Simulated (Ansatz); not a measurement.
**CCl₃NSi: one species, many methods**

An exercise on one series of results from a longer session: the logs are not shown, and one member is left open.

Program: Ansatz 0.2.0, Gaussian basis. Level of theory: functionals in def2-TZVPP, the program's frozen cores in correlated methods. These are calculated values, not measurements.

Plan: LDA (SPW92), PBE-D4, revPBE-D4, BLYP-D4, r2SCAN-D4, B97M-V, PBE0-D4, B3LYP-D4, r2SCANh-D4, r2SCAN0-D4, HSE06-D4, BHLYP-D4, CAM-B3LYP-D4, LC-ωPBE, ωB97X-V, ωB97M-V, B2PLYP, PBE-QIDH; CCSD(T)/def2-SVP; CCSD(T)/def2-TZVPP; MP2/def2-QZVPP; extrapolation to the limit; RPA on PBE.

**Structure used throughout**

The geometry comes from an earlier relaxation with PBE0-D4 in a triple-zeta def2 set; it is a stationary point.

SMILES `N#C[Si](Cl)(Cl)Cl`, 6 atoms, charge 0, spin multiplicity 1.

Atoms are counted from 1 here; the program's logs count them from 0.

Bond lengths: N1–C2 1.151 Å, C2–Si3 1.833 Å, Si3–Cl4 2.014 Å, Si3–Cl5 2.014 Å, Si3–Cl6 2.014 Å. Angles: N1–C2–Si3 180.0°, C2–Si3–Cl4 108.0°, C2–Si3–Cl5 108.0°, C2–Si3–Cl6 108.0°, Cl4–Si3–Cl5 110.9°, Cl4–Si3–Cl6 110.9°, Cl5–Si3–Cl6 110.9°.

Set-up of the first run:

File in.yaml:

```yaml
crystal:
  periodic: [false, false, false]
  atoms:
    - {symbol: N, position_ang: [1.846652, -1.377243, 0.973805]}
    - {symbol: C, position_ang: [0.997199, -0.746052, 0.520738]}
    - {symbol: Si, position_ang: [-0.355216, 0.258463, -0.200935]}
    - {symbol: Cl, position_ang: [-1.737887, -1.001747, -0.947543]}
    - {symbol: Cl, position_ang: [0.429857, 1.406866, -1.657698]}
    - {symbol: Cl, position_ang: [-1.138504, 1.395812, 1.265432]}
basis:
  gaussian: {orbitals: def2-TZVPP}
hamiltonian: {xc: lda}
output: {orbitals: {seedname: orbitals}}
```

Launch:

```bash
ansatz run in.yaml --threads 4 --pin off --events-out ev --progress --plain --max-ram 10444MiB
```

Steps of the session up to this table: LDA; PBE-D4 (GGA); revPBE-D4 (GGA); BLYP-D4 (GGA); r2SCAN-D4 (meta-GGA); B97M-V (meta-GGA); B3LYP-D4 (hybrid); r2SCANh-D4 (hybrid); r2SCAN0-D4 (hybrid); HSE06-D4 (hybrid); BHLYP-D4 (hybrid); CAM-B3LYP-D4 (range-separated); LC-ωPBE (range-separated); ωB97X-V (range-separated); ωB97M-V (range-separated); B2PLYP (double hybrid); PBE-QIDH (double hybrid).

One of the session's tables, all rows but one given; the rest of the session is left out.

It belongs to the step «Orbital energies across the functionals». 

| functional | HOMO (eV) | gap (eV) |
| --- | --- | --- |
| LDA (SPW92) | -8.63 | 6.03 |
| PBE-D4 | ? | ? |
| revPBE-D4 | -8.42 | 6.21 |
| BLYP-D4 | -8.29 | 6.17 |
| r2SCAN-D4 | -8.87 | 6.73 |
| B97M-V | -8.94 | 6.94 |
| PBE0-D4 | -9.91 | 8.55 |
| B3LYP-D4 | -9.61 | 8.07 |
| r2SCANh-D4 | -9.39 | 7.60 |
| r2SCAN0-D4 | -10.17 | 8.91 |
| HSE06-D4 | -9.51 | 7.77 |
| BHLYP-D4 | -11.19 | 10.95 |
| CAM-B3LYP-D4 | -11.27 | 11.09 |
| LC-ωPBE | -12.74 | 13.69 |
| ωB97X-V | -12.33 | 13.23 |
| ωB97M-V | -12.15 | 12.94 |

Q: Estimate the row for PBE-D4 from the others.

The run gave: HOMO (eV): -8.48; gap (eV): 6.16. In the column «HOMO (eV)» it lies between LDA (SPW92) (-8.63) and revPBE-D4 (-8.42).
